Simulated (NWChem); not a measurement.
**CCSD(T)/6-31G(d) (spherical functions) run of C2H7AlO (SMILES C[CH2][AlH][OH])**

Aim: the energy change on altering one bond length of C2H7AlO at CCSD(T)/6-31G* (spherical functions), from 2 runs. 

The calculation is run with NWChem 7.3.0.

2 further runs of the same task are left out: 2 set aside as unsound or not needed.

## 1. Starting point

C2H7AlO has 11 atoms, charge 0, and is taken as a singlet. SMILES: `C[CH2][AlH][OH]`. The shape is that of a PBE0-D4/def2-TZVP optimisation. This is one conformer, not always the lowest.

Bond lengths: C1–C2 1.529 Å, C2–Al3 1.957 Å, Al3–O4 1.701 Å, C1–H5 1.094 Å, C1–H6 1.094 Å, C1–H7 1.094 Å, C2–H8 1.098 Å, C2–H9 1.098 Å, Al3–H10 1.582 Å, O4–H11 0.956 Å. Some angles: C1–C2–Al3 116.3°, C2–Al3–O4 121.1°, C1–C2–H8 110.2°, C1–C2–H9 110.2°, Al3–C2–H8 107.6°, Al3–C2–H9 107.6°, C2–C1–H5 111.7°, C2–C1–H6 112.3°, C2–C1–H7 111.7°, C2–Al3–H10 123.9°.

## 2. A single-point energy at CCSD(T)/6-31G(d) (spherical functions)

sp.xyz reads:

```xyz
11
C2H7AlO
C     -1.111600     0.829400     0.106400
C      0.175900     0.388000     0.802000
Al     1.254500    -0.947900    -0.137800
O      0.762600    -1.576800    -1.639300
H     -1.791000    -0.011900    -0.058700
H     -1.662600     1.575000     0.687600
H     -0.910600     1.273300    -0.872900
H     -0.049300    -0.010000     1.800700
H      0.818800     1.256800     0.997900
H      2.622300    -1.522700     0.412400
H     -0.043800    -1.310100    -2.077800
```

sp.nw reads:

```
start sp
title "C2H7AlO"
memory total 2200 mb

geometry noautosym nocenter noautoz
  load sp.xyz
end

basis spherical bse
  * library 6-31G*
end

scf
  thresh 1e-08
  maxiter 80
end

ccsd
  freeze core 8
  maxiter 60
end

task ccsd(t) energy
```

Command:

```sh
$ nwchem sp.nw > sp.out
```

The log of the run:

```text
[...]
  functions       =    74
[...]
  wavefunction    = RHF
[...]
         Total SCF energy =   -396.615472598558
      One-electron energy =   -855.269053853852
      Two-electron energy =    303.955763915995
 Nuclear repulsion energy =    154.697817339299
        Time for solution =     12.4s
[...]
 Total MP2 energy:           -397.109357974775094
[...]
             energy      energy      error      ampl     ampl      Block
                                                time     time      time
[...]
 Total CCSD energy:           -397.151015324859259
[...]
 Total CCSD+T(CCSD) energy:           -397.164004956396980
[...]
 Total CCSD(T) energy:                -397.163078581175569
[...]
```

It took 97 s on 1 thread of AMD EPYC 7R43 (Zen 3), shared host; peak memory 0.19 GiB.

## 3. The distorted shape, same level

c2h7alo.nw reads:

```
start c2h7alo
title "C2H7AlO"
memory 2200 mb
charge 0

geometry noautosym nocenter noautoz
C    -1.497879    0.961830   -0.102296
C     0.175900    0.388000    0.802000
Al    1.254500   -0.947900   -0.137800
O     0.762600   -1.576800   -1.639300
H    -2.177279    0.120530   -0.267396
H    -2.048879    1.707430    0.478904
H    -1.296879    1.405730   -1.081596
H    -0.049300   -0.010000    1.800700
H     0.818800    1.256800    0.997900
H     2.622300   -1.522700    0.412400
H    -0.043800   -1.310100   -2.077800
end

basis spherical bse
* library 6-31G*
end

scf
singlet
rhf
thresh 1e-08
maxiter 80
print medium
end

ccsd
freeze core 8
maxiter 60
end

task ccsd(t) energy
```

Command:

```sh
$ nwchem c2h7alo.nw > c2h7alo.out
```

The log of the run:

```text
[...]
  functions       =    74
[...]
  wavefunction    = RHF
[...]
         Total SCF energy =   -396.557157328584
      One-electron energy =   -840.902898428419
      Two-electron energy =    296.839393028126
 Nuclear repulsion energy =    147.506348071709
        Time for solution =     12.7s
[...]
 Total MP2 energy:           -397.053475045874677
[...]
             energy      energy      error      ampl     ampl      Block
                                                time     time      time
[...]
 Total CCSD energy:           -397.097512792405894
[...]
 Total CCSD+T(CCSD) energy:           -397.112462654484489
[...]
 Total CCSD(T) energy:                -397.111359199049502
[...]
```

Wall time 1.8 min (1 thread of AMD EPYC 7R43 (Zen 3), shared host); peak memory 0.19 GiB.

## 4. Outcome

At CCSD(T)/6-31G* (spherical functions), 8 core orbitals frozen:

```
                                                         quantity          value
                                        first shape: total energy  -397.16308 Eh
                 first shape: HOMO energy (Hartree–Fock orbitals)      -10.54 eV
                 first shape: LUMO energy (Hartree–Fock orbitals)        2.30 eV
               first shape: HOMO–LUMO gap (Hartree–Fock orbitals)       12.84 eV
         first shape: correlation energy (8 core orbitals frozen)     -547.6 mEh
                                      first shape: (T) correction     -12.06 mEh
                                    distorted shape: total energy  -397.11136 Eh
             distorted shape: HOMO energy (Hartree–Fock orbitals)      -10.47 eV
             distorted shape: LUMO energy (Hartree–Fock orbitals)        2.33 eV
           distorted shape: HOMO–LUMO gap (Hartree–Fock orbitals)       12.81 eV
     distorted shape: correlation energy (8 core orbitals frozen)     -554.2 mEh
                                  distorted shape: (T) correction     -13.85 mEh
energy change with the C1–C2 bond stretched from 1.529 to 1.987 Å       1.407 eV
```

In words: With the C1–C2 bond stretched from 1.529 to 1.987 Å the energy rises by 1.41 eV (136 kJ/mol). The first shape isn't relaxed at this level, so the change isn't measured from a minimum. Mulliken charges (first shape) run from -0.96 on O4 to +0.96 on Al3. The triples (first shape) make up 2.2 % of the correlation energy. Mulliken charges (distorted shape) run from -0.96 on O4 to +0.96 on Al3. The triples (distorted shape) make up 2.5 % of the correlation energy.
